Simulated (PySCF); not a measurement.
# PbF4: other functionals and bases at one geometry

One table from this session's results is given with a row withheld; the runs are named, their logs left out.

Computed with PySCF 2.14.0. Level: several levels, as the steps say, no spin–orbit coupling.

4 further runs of the same task are left out: 2 for a known fault of the program, 2 that didn't finish.

**Starting geometry**

5 atoms, charge 0, spin multiplicity 1.

Bond lengths: Pb1–F2 2.015 Å, Pb1–F3 2.015 Å, Pb1–F4 2.015 Å, Pb1–F5 2.015 Å. Angles: F2–Pb1–F3 112.9°, F2–Pb1–F4 102.7°, F2–Pb1–F5 112.9°, F3–Pb1–F4 112.9°, F3–Pb1–F5 102.7°, F4–Pb1–F5 112.9°.

As a file:

```xyz
5
charge 0, multiplicity 1
Pb    0.0000    0.0000    0.0000
F     1.5739    0.0000    1.2581
F     0.0000    1.5739   -1.2581
F    -1.5739    0.0000    1.2581
F     0.0000   -1.5739   -1.2581
```

Formal oxidation states: Pb +4. An earlier session relaxed this geometry at r2SCAN, Pb def2-SVP with ECP60, F def2-SVP (singlet, point group D2d).

At r2SCAN on the finer grid: E = -591.834063 Eh, HOMO -10.17 eV, LUMO -6.38 eV, Mulliken charge on Pb1 +1.47 e, largest force component 0.058 eV/Å. 

Levels to run: TPSSh; wB97X; B3LYP; PBE; r2SCAN, TZVP; r2SCAN, x2c-SVP. Hardware: 2 threads of Arm Neoverse V2, shared host.

The first run:

run.py (the lines that set the calculation) reads:

```python
mol = gto.M(atom='''
Pb     0.00000     0.00000     0.00000
F      1.57390     0.00000     1.25807
F      0.00000     1.57390    -1.25807
F     -1.57390     0.00000     1.25807
F      0.00000    -1.57390    -1.25807''',
    basis={'Pb': 'def2-SVP', 'F': 'def2-SVP'},
    ecp={'Pb': 'def2-SVP'},
    charge=0, spin=0)
mf = dft.RKS(mol, xc='TPSSH')
mf.grids.atom_grid = (75, 302)
mf = mf.density_fit()  # fitting sets: Pb def2-universal-JKFIT, F def2-universal-JKFIT
mf.conv_tol = 1e-08; mf.max_cycle = 55
mf.kernel(dm0)  # dm0: the density of the relaxed state
```

Run with:

```console
$ OMP_NUM_THREADS=2 python run.py
```

Steps of the session up to this table: TPSSh; wB97X; B3LYP; PBE; r2SCAN, TZVP; r2SCAN, x2c-SVP.

One of the session's tables, all rows but one given; the rest of the session is left out.

```
                level  HOMO (eV)  gap (eV)  charge on Pb1 (e)  largest force component (eV/Å)
r2SCAN (relaxed here)     -10.17      3.79               1.47                            0.06
                TPSSh     -10.60      4.62               1.45                            0.10
                wB97X     -14.18     10.72               1.52                            0.36
                B3LYP     -11.36      5.53               1.46                            0.08
                  PBE      -9.49      3.23               1.29                            0.44
         r2SCAN, TZVP          ?         ?                  ?                               ?
      r2SCAN, x2c-SVP     -10.16      3.75               1.50                            0.29
```

Q: Estimate the row for r2SCAN, TZVP from the others.

As computed: HOMO (eV): -10.57; gap (eV): 3.90; charge on Pb1 (e): 1.60; largest force component (eV/Å): 0.42. In the column «HOMO (eV)» it lies between TPSSh (-10.60) and r2SCAN (relaxed here) (-10.17).

In one basis the HOMO–LUMO gap runs from 3.23 eV (PBE) to 10.72 eV (wB97X). The largest leftover force, 0.44 eV/Å with PBE, stands at a geometry relaxed at another level. Total energies of different levels can't be compared.
